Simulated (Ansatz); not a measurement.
**AlBrFH3 (built from SMILES Br.[F][AlH2]): search for a transition state**

Wanted: the transition state of a four-centre ligand exchange (form Al1–Br6, F2–H5 and break Al1–F2, H5–Br6). The guess is relaxed with those distances held, a saddle search follows, and vibrations and two downhill relaxations check it.

The runs use Ansatz 0.2.0, Gaussian basis; PBE0-D4, def2-SVP first, then def2-TZVP.

**1. Where the work starts**

The guess: 6 atoms, charge 0, spin multiplicity 1.

Atoms are counted from 1 here; the program's logs count them from 0.

Bond lengths: Al1–F2 1.957 Å, Al1–H3 1.535 Å, Al1–H4 1.535 Å, Al1–Br6 2.306 Å, F2–H5 0.983 Å. Angles: F2–Al1–H3 104.0°, F2–Al1–H4 103.7°, F2–Al1–Br6 86.5°, H3–Al1–H4 122.1°, H3–Al1–Br6 115.7°, H4–Al1–Br6 115.8°, Al1–F2–H5 87.1°.

Geometry (Å):

```mol
AlBrFH3
  3D, bonds by distance, orders not assigned

  6  5  0  0  0  0  0  0  0  0999 V2000
   -0.1327   -0.5780    0.2369 Al  0  0
   -0.7780    1.1637   -0.3808 F   0  0
   -0.7298   -1.5727   -0.7678 H   0  0
   -0.5059   -0.5977    1.7252 H   0  0
    0.1615    1.3932   -0.5572 H   0  0
    1.9849    0.1915   -0.2563 Br  0  0
  1  2  8  0
  1  3  8  0
  1  4  8  0
  1  6  8  0
  2  5  8  0
M  END
```

Distances that are to change: Al1–Br6 2.31 Å, F2–H5 0.98 Å, Al1–F2 1.96 Å, H5–Br6 2.20 Å.

**2. Constrained relaxation of the guess**

File hold/in.yaml:

```yaml
crystal:
  periodic: [false, false, false]
  atoms:
    - {symbol: Al, position_ang: [-0.132700, -0.578000, 0.236900]}
    - {symbol: F, position_ang: [-0.778000, 1.163700, -0.380800]}
    - {symbol: H, position_ang: [-0.729800, -1.572700, -0.767800]}
    - {symbol: H, position_ang: [-0.505900, -0.597700, 1.725200]}
    - {symbol: H, position_ang: [0.161500, 1.393200, -0.557200]}
    - {symbol: Br, position_ang: [1.984900, 0.191500, -0.256300]}
basis:
  gaussian: {orbitals: def2-SVP}
hamiltonian: {xc: pbe0, dispersion: d4}
relax: {f_tol: 0.04, max_steps: 150, escape_saddle: false, constraints: [{distance: [0, 5]}, {distance: [1, 4]}, {distance: [0, 1]}, {distance: [4, 5]}]}
```

Run with:

```
> ansatz run in.yaml --threads 2 --pin off --events-out ev --progress --plain --max-ram 4352MiB
```

Output, shortened:

```text
Functional definition: PBE0
  name "PBE0"
  cite "Adamo & Barone, J. Chem. Phys. 110, 6158 (1999) doi:10.1063/1.478522"
  cite "Perdew, Burke & Ernzerhof, Phys. Rev. Lett. 77, 3865 (1996) doi:10.1103/PhysRevLett.77.3865"
  parent pbe
[...]
803 factors; integrals over basis functions are off by at most 3.2e-4 eV
[...]
mean field -79384.16755773 eV, -2917.3143492252 hartree, gradient 4.6e-5 eV, S^2 0.000000; 0 other end points of the search recorded, 0 dependent functions left out
[...]
reference -79384.16758405 eV, -2917.3143501924 hartree; 30, 30 occupied and 49, 49 virtual orbitals, 803 factors
relax step   1: F+E_penalty+E_count = -79384.25124220 eV  Δ(F+E_penalty+E_count) = +0.000e0 eV  max|allowed force component| = 7.130e-1 eV/Å  Δτ_max = 0.0000 Å  (22 SCF iters, accepted)
[...]
relax step   2: F+E_penalty+E_count = -79384.30916556 eV  Δ(F+E_penalty+E_count) = -5.792e-2 eV  max|allowed force component| = 1.013e-1 eV/Å  Δτ_max = 0.0647 Å  (24 SCF iters, accepted)
[...]
relax step   3: F+E_penalty+E_count = -79384.31068671 eV  Δ(F+E_penalty+E_count) = -1.521e-3 eV  max|allowed force component| = 5.695e-3 eV/Å  Δτ_max = 0.0121 Å  (24 SCF iters, accepted)
  distance Al 0 - Br 5 held at 2.306427 Å   reaction = -6.0138e-1 eV/Å
  distance F 1 - H 4 held at 0.983081 Å   reaction = +6.1838e-1 eV/Å
  distance Al 0 - F 1 held at 1.957418 Å   reaction = -3.8290e-1 eV/Å
  distance H 4 - Br 5 held at 2.204407 Å   reaction = +4.5571e-2 eV/Å
803 factors; integrals over basis functions are off by at most 3.7e-4 eV
[...]
mean field -79384.22701317 eV, -2917.3165341722 hartree, gradient 3.6e-5 eV, S^2 0.000000; 1 other end points of the search recorded, 0 dependent functions left out
[...]
reference -79384.22703973 eV, -2917.3165351485 hartree; 30, 30 occupied and 49, 49 virtual orbitals, 803 factors
Total energy: -79384.31071328 eV, -2917.3196100947 hartree
Atom 0 at    -0.146676    -0.602803     0.248292 Å, force    -0.431531    -0.548393     0.256421 eV/Å
Atom 1 at    -0.747264     1.151307    -0.379305 Å, force     0.458481     0.528518    -0.255214 eV/Å
Atom 2 at    -0.734529    -1.604225    -0.821905 Å, force    -0.000183    -0.003503    -0.003436 eV/Å
Atom 3 at    -0.497634    -0.587382     1.787831 Å, force     0.000022    -0.002173     0.005481 eV/Å
Atom 4 at     0.168991     1.445109    -0.580810 Å, force    -0.538333    -0.208284     0.136852 eV/Å
Atom 5 at     1.957113     0.197994    -0.254102 Å, force     0.511543     0.233836    -0.140104 eV/Å
Dipole moment:    -0.125177     0.304062    -0.108378 e Å
```

Wall time 4.8 s (2 threads of AMD EPYC 7R43, shared host); peak memory 0.17 GiB.

Step by step:

```
step  energy from step 1 (eV)  largest force component (eV/Å)
   1                   0.0000                          0.7130
   2                  -0.0579                          0.1013
   3                  -0.0594                          0.0057
```

Distances of close pairs at the start and the end, largest changes first:

```
   bond  before (Å)  after (Å)  change (Å)
 Al1–H4       1.535      1.579      +0.045
 Al1–H3       1.535      1.579      +0.044
 Al1–F2       1.957      1.957      +0.000
  F2–H5       0.983      0.983      +0.000
Al1–Br6       2.306      2.306      +0.000
```

**3. A starting Hessian**

File hessian/in.yaml:

```yaml
crystal:
  periodic: [false, false, false]
  atoms:
    - {symbol: Al, position_ang: [-0.146676, -0.602803, 0.248292]}
    - {symbol: F, position_ang: [-0.747264, 1.151307, -0.379305]}
    - {symbol: H, position_ang: [-0.734529, -1.604225, -0.821905]}
    - {symbol: H, position_ang: [-0.497634, -0.587382, 1.787831]}
    - {symbol: H, position_ang: [0.168991, 1.445109, -0.580810]}
    - {symbol: Br, position_ang: [1.957113, 0.197994, -0.254102]}
basis:
  gaussian: {orbitals: def2-SVP}
hamiltonian: {xc: pbe0, dispersion: d4}
phonons: {}
scf: {lower_state_search: off}
```

Run with:

```
> ansatz run in.yaml --threads 2 --pin off --events-out ev --progress --plain --max-ram 4352MiB
```

Output, shortened:

```text
[... 5 set-up lines as earlier in the session ...]
[...]
803 factors; integrals over basis functions are off by at most 3.3e-4 eV
[...]
mean field -79384.22701112 eV, -2917.3165340969 hartree, gradient 1.2e-6 eV, S^2 0.000000; 0 other end points of the search recorded, 0 dependent functions left out
[...]
reference -79384.22703772 eV, -2917.3165350744 hartree; 30, 30 occupied and 49, 49 virtual orbitals, 803 factors
[... from here to the last solve, the lines of the solves are left out (35 solves) ...]
803 factors; integrals over basis functions are off by at most 3.3e-4 eV
[...]
reference -79384.22738736 eV, -2917.3165479235 hartree; 30, 30 occupied and 49, 49 virtual orbitals, 803 factors
Total energy: -79384.31071126 eV, -2917.3196100205 hartree
Atom 0 at    -0.146676    -0.602803     0.248292 Å, force    -0.431613    -0.548428     0.256456 eV/Å
Atom 1 at    -0.747264     1.151307    -0.379305 Å, force     0.458469     0.528561    -0.255231 eV/Å
Atom 2 at    -0.734529    -1.604225    -0.821905 Å, force    -0.000183    -0.003500    -0.003440 eV/Å
Atom 3 at    -0.497634    -0.587382     1.787831 Å, force     0.000025    -0.002170     0.005469 eV/Å
Atom 4 at     0.168991     1.445109    -0.580810 Å, force    -0.538324    -0.208352     0.136878 eV/Å
Atom 5 at     1.957113     0.197994    -0.254102 Å, force     0.511627     0.233889    -0.140132 eV/Å
Dipole moment:    -0.125175     0.304062    -0.108379 e Å
Vibrations: 190.80 347.70 429.72 432.92 496.13 658.07 699.54 762.14 911.48 1971.09 1983.04 3096.86 cm⁻¹, zero-point energy 0.742634 eV
Checks for a lower state left out: stability, starts, cluster_reference, orbital_swaps, neighbouring_geometries, increment
```

It took 30 s on 2 threads of AMD EPYC 7R43, shared host; peak memory 0.16 GiB.

The structure is not stationary yet, so these wavenumbers are no spectrum; the search needs only the force constants.

**4. Saddle search in the small basis**

A small driver takes partitioned rational-function steps: uphill along one mode, downhill along the rest. It calls the program once a step for energy and forces and updates the Hessian by Bofill's formula. It stops when the largest force is under 0.04 eV/Å and the followed curvature is negative. The first step's input:

File presaddle/in.yaml:

```yaml
crystal:
  periodic: [false, false, false]
  atoms:
    - {symbol: Al, position_ang: [-0.146676, -0.602803, 0.248292]}
    - {symbol: F, position_ang: [-0.747264, 1.151307, -0.379305]}
    - {symbol: H, position_ang: [-0.734529, -1.604225, -0.821905]}
    - {symbol: H, position_ang: [-0.497634, -0.587382, 1.787831]}
    - {symbol: H, position_ang: [0.168991, 1.445109, -0.580810]}
    - {symbol: Br, position_ang: [1.957113, 0.197994, -0.254102]}
basis:
  gaussian: {orbitals: def2-SVP}
hamiltonian: {xc: pbe0, dispersion: d4}
output: {forces: true}
scf: {lower_state_search: off}
```

Run with:

```
> ansatz run in.yaml --threads 2 --pin off --events-out ev --progress --plain --max-ram 4352MiB
```

Step by step:

```
step   energy (eV)  largest force (eV/Å)  followed curvature (eV/Å²)
   1  -79384.31070                0.5484                        1.17
   2  -79384.27664                0.7412                        1.72
   3  -79384.12611                1.4604                        3.18
   4  -79383.81374                2.5307                        3.07
   5  -79383.30696                2.7568                        0.88
   6  -79382.97117                2.1096                       -1.65
   7  -79383.32507                2.3317                       -0.46
   8  -79383.37506                1.3665                       -2.92
   9  -79383.60419                1.3991                       -3.61
  10  -79383.66193                1.3582                       -4.77
  11  -79383.61534                1.5868                       -4.27
  14  -79383.76815                1.0156                       -6.00
  17  -79383.83226                0.7545                       -5.97
  20  -79383.87634                0.4815                       -6.65
  23  -79383.80133                1.7806                       -5.90
  26  -79383.92209                0.3186                       -4.51
  29  -79383.94900                0.1764                       -4.49
  30  -79383.95173                0.1634                       -4.51
  31  -79383.95037                0.4005                       -4.76
  32  -79383.95027                0.3454                       -5.49
  33  -79383.95515                0.1032                       -7.05
  34  -79383.95565                0.1037                       -6.90
  35  -79383.95619                0.0796                       -6.65
  36  -79383.95659                0.0459                       -6.51
  37  -79383.95676                0.0352                       -6.31
```

The 37 steps took 32 s in all (2 threads of AMD EPYC 7R43, shared host).

**5. Saddle search in triple zeta**

The search itself is an outer loop (partitioned rational-function steps, Bofill update of the Hessian). Each step is one single-point run with forces. It stops when the largest force is under 0.01 eV/Å and the followed curvature is negative. The first step's input:

File saddle/in.yaml:

```yaml
crystal:
  periodic: [false, false, false]
  atoms:
    - {symbol: Al, position_ang: [-0.989737, -0.823040, 0.283051]}
    - {symbol: F, position_ang: [-0.421954, 0.564624, -0.486538]}
    - {symbol: H, position_ang: [-1.636463, -1.909834, -0.656411]}
    - {symbol: H, position_ang: [-0.824860, -0.865993, 1.848215]}
    - {symbol: H, position_ang: [1.239022, 1.355662, -0.528493]}
    - {symbol: Br, position_ang: [2.633992, 1.678581, -0.459824]}
basis:
  gaussian: {orbitals: def2-TZVP}
hamiltonian: {xc: pbe0, dispersion: d4}
output: {forces: true}
scf: {lower_state_search: off}
```

Run with:

```
> ansatz run in.yaml --threads 2 --pin off --events-out ev --progress --plain --max-ram 4352MiB
```

Step by step:

```
step   energy (eV)  largest force (eV/Å)  followed curvature (eV/Å²)
   1  -79398.25174                0.4581                       -6.31
   2  -79398.25892                0.0720                       -6.31
   3  -79398.25933                0.1456                       -6.29
   4  -79398.26113                0.0818                       -6.25
   5  -79398.26196                0.1250                       -6.23
   6  -79398.26257                0.0717                       -6.21
   7  -79398.26269                0.0915                       -6.20
   8  -79398.26276                0.0457                       -6.18
   9  -79398.26282                0.0296                       -5.88
  10  -79398.26285                0.0217                       -3.89
  11  -79398.26290                0.0142                       -3.86
  12  -79398.26294                0.0083                       -3.88
```

The 12 steps took 17 s in all (2 threads of AMD EPYC 7R43, shared host).

The point found:

```xyz
6
AlBrFH3
Al   -1.0351   -0.8401    0.3446
F    -0.4333    0.5972   -0.2331
H    -1.4476   -1.9039   -0.7380
H    -1.1386   -0.9729    1.9081
H     1.3282    1.4253   -0.5804
Br    2.7264    1.6945   -0.7012
```

Followed mode, largest move set to 1: H5 (-0.72, -0.32, -0.62); Br6 (-0.12, -0.29, 0.58); Al1 (0.61, -0.08, 0.13); H3 (0.11, 0.47, -0.38).

**6. Checking the order of the point**

File vib/in.yaml:

```yaml
crystal:
  periodic: [false, false, false]
  atoms:
    - {symbol: Al, position_ang: [-1.035084, -0.840139, 0.344577]}
    - {symbol: F, position_ang: [-0.433269, 0.597228, -0.233063]}
    - {symbol: H, position_ang: [-1.447607, -1.903900, -0.738007]}
    - {symbol: H, position_ang: [-1.138595, -0.972944, 1.908146]}
    - {symbol: H, position_ang: [1.328199, 1.425276, -0.580413]}
    - {symbol: Br, position_ang: [2.726356, 1.694479, -0.701241]}
basis:
  gaussian: {orbitals: def2-TZVP}
hamiltonian: {xc: pbe0, dispersion: d4}
phonons: {temperatures: {t_min: 298.15, t_max: 900, t_step: 200}}
```

Run with:

```
> ansatz run in.yaml --threads 2 --pin off --events-out ev --progress --plain --max-ram 4352MiB
```

Output, shortened:

```text
[... 5 set-up lines as earlier in the session ...]
[...]
980 factors; their error is unknown
[...]
mean field -79398.20365391 eV, -2917.8301662457 hartree, gradient 1.7e-5 eV, S^2 0.000000; 0 other end points of the search recorded, 0 dependent functions left out
[...]
reference -79398.20368795 eV, -2917.8301674967 hartree; 30, 30 occupied and 104, 104 virtual orbitals, 980 factors
[... from here to the last solve, the lines of the solves are left out (35 solves) ...]
980 factors; their error is unknown
mean field -79398.20366509 eV, -2917.8301666565 hartree, gradient 2.0e-6 eV, S^2 0.000000; 0 other end points of the search recorded, 0 dependent functions left out
[...]
reference -79398.20369913 eV, -2917.8301679076 hartree; 30, 30 occupied and 104, 104 virtual orbitals, 980 factors
WARN: phonons: modes at or below zero, which the zero-point energy, F, S and C_V leave out: 1, the lowest at -6.39 cm⁻¹. A minimum has none, and a first-order saddle one
Total energy: -79398.26294525 eV, -2917.8323451623 hartree
Atom 0 at    -1.035084    -0.840139     0.344577 Å, force    -0.003680     0.007364    -0.005485 eV/Å
Atom 1 at    -0.433269     0.597228    -0.233063 Å, force     0.008291    -0.005524     0.001408 eV/Å
Atom 2 at    -1.447607    -1.903900    -0.738007 Å, force     0.002310     0.000878     0.001092 eV/Å
Atom 3 at    -1.138595    -0.972944     1.908146 Å, force     0.002355     0.001158    -0.000204 eV/Å
Atom 4 at     1.328199     1.425276    -0.580413 Å, force    -0.003679    -0.003585     0.004840 eV/Å
Atom 5 at     2.726356     1.694479    -0.701241 Å, force    -0.005597    -0.000291    -0.001650 eV/Å
Dipole moment:    -0.444941    -0.372860     0.153730 e Å
Vibrations: -6.39 9.36 98.14 298.39 322.62 545.91 621.24 756.73 815.20 1974.01 1992.24 2578.59 cm⁻¹, zero-point energy 0.620692 eV
```

Run time: 67 s. Hardware: 2 threads of AMD EPYC 7R43, shared host; peak memory 0.28 GiB.

Wavenumbers and character of the modes:

```
mode  wavenumber (cm⁻¹)                                                            character
   1                 6i                                                      changes Al1–Br6
   2                  9  not assigned (largely outside the bonds, angles and torsions drawn)
   3                 98  not assigned (largely outside the bonds, angles and torsions drawn)
   4                298  not assigned (largely outside the bonds, angles and torsions drawn)
   5                323  not assigned (largely outside the bonds, angles and torsions drawn)
   6                546                                                                 bend
   7                621                                                    out-of-plane bend
   8                757                                                                 bend
   9                815                                                         Al–F stretch
  10               1974                                                         Al–H stretch
  11               1992                                                         Al–H stretch
  12               2579                                                         Br–H stretch
```

Vibrational sums (real modes only):

```
T (K)  entropy (J/mol/K)  heat capacity (J/mol/K)
  298               66.0                     45.0
  498               92.6                     58.4
  698              113.7                     66.8
  898              131.3                     72.9
```

Modes under 50 cm⁻¹ weigh heavily in the entropy, and the harmonic picture is poor for them.

**7. What came out**

```
                  quantity    value
           imaginary modes        0
         lowest wavenumber  6i cm⁻¹
Al1–Br6 at the point found  4.655 Å
  F2–H5 at the point found  1.977 Å
 Al1–F2 at the point found  1.662 Å
 H5–Br6 at the point found  1.429 Å
```

In words: A transition state has exactly one imaginary mode. This point has none beyond numerical noise, so it is no saddle.
